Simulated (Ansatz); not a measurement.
# C₂H₉OSbSi: basis-set convergence

The task here is to estimate one member of a computed series from the others.

The runs use Ansatz 0.2.0, Gaussian basis; one geometry, several basis sets.

The runs, in order: PBE0-D4/def2-SVP; ωB97M-V/def2-SVP; PBE0-D4/def2-QZVPP; ωB97M-V/def2-QZVPP; the functionals' def2-TZVPP values are taken from earlier runs.

### Structure used throughout

All runs share one geometry, relaxed beforehand with PBE0-D4 in a triple-zeta def2 set. Sb takes the def2 core potential; no spin-orbit term is included.

SMILES `CC[O][SbH][SiH3]`, 14 atoms, charge 0, spin multiplicity 1.

Atoms are counted from 1 here; the program's logs count them from 0.

Bond lengths: C1–C2 1.509 Å, C1–H6 1.092 Å, C1–H7 1.093 Å, C1–H8 1.092 Å, C2–O3 1.411 Å, C2–H9 1.101 Å, C2–H10 1.101 Å, O3–Sb4 1.982 Å, Sb4–Si5 2.592 Å, Sb4–H11 1.710 Å, Si5–H12 1.485 Å, Si5–H13 1.489 Å, Si5–H14 1.488 Å. Angles: C2–C1–H6 110.4°, C2–C1–H7 110.5°, C2–C1–H8 110.4°, H6–C1–H7 108.6°, H6–C1–H8 108.3°, H7–C1–H8 108.6°, C1–C2–O3 108.5°, C1–C2–H9 109.9°, C1–C2–H10 109.6°, O3–C2–H9 111.1°, O3–C2–H10 110.9°, H9–C2–H10 106.9°, C2–O3–Sb4 116.7°, O3–Sb4–Si5 94.4°, O3–Sb4–H11 91.9°, Si5–Sb4–H11 90.2°, Sb4–Si5–H12 111.1°, Sb4–Si5–H13 109.5° and more.

The first run:

File in.yaml:

```yaml
crystal:
  periodic: [false, false, false]
  atoms:
    - {symbol: C, position_ang: [-1.474893, 1.320670, 1.559382]}
    - {symbol: C, position_ang: [-0.145140, 1.026819, 0.908320]}
    - {symbol: O, position_ang: [-0.371176, 0.703794, -0.446890]}
    - {symbol: Sb, position_ang: [1.234492, 0.434935, -1.577146]}
    - {symbol: Si, position_ang: [1.243155, -2.142174, -1.301985]}
    - {symbol: H, position_ang: [-1.963978, 2.161342, 1.063280]}
    - {symbol: H, position_ang: [-1.338362, 1.569823, 2.614945]}
    - {symbol: H, position_ang: [-2.132574, 0.451993, 1.489242]}
    - {symbol: H, position_ang: [0.518590, 1.900377, 1.001657]}
    - {symbol: H, position_ang: [0.347999, 0.193622, 1.433203]}
    - {symbol: H, position_ang: [0.285212, 0.286936, -2.992099]}
    - {symbol: H, position_ang: [-0.119364, -2.704300, -1.485871]}
    - {symbol: H, position_ang: [2.171219, -2.746408, -2.297915]}
    - {symbol: H, position_ang: [1.731819, -2.486632, 0.060578]}
basis:
  gaussian: {orbitals: def2-SVP}
hamiltonian: {xc: pbe0, dispersion: d4}
output: {orbitals: {seedname: orbitals}}
```

Started as:

```console
$ ansatz run in.yaml --threads 4 --pin off --events-out ev --progress --plain --max-ram 11315MiB
```

Among the steps run: PBE0-D4 in def2-SVP; ωB97M-V in def2-SVP; PBE0-D4 in def2-QZVPP; ωB97M-V in def2-QZVPP.

One table of the session follows, with a row left open; its other results are not shown here.

It belongs to the step «Density functionals: the series». 

| functional | basis | HOMO (eV) |
| --- | --- | --- |
| PBE0-D4 | def2-SVP | -6.66 |
| PBE0-D4 | def2-TZVPP | -6.75 |
| PBE0-D4 | def2-QZVPP | ? |
| ωB97M-V | def2-SVP | -8.68 |
| ωB97M-V | def2-TZVPP | -8.79 |
| ωB97M-V | def2-QZVPP | -8.81 |

**Question.** Estimate the row for PBE0-D4, def2-QZVPP.

The run gave: HOMO (eV): -6.77. In the column «HOMO (eV)» it lies between ωB97M-V, def2-SVP (-8.68) and PBE0-D4, def2-TZVPP (-6.75).
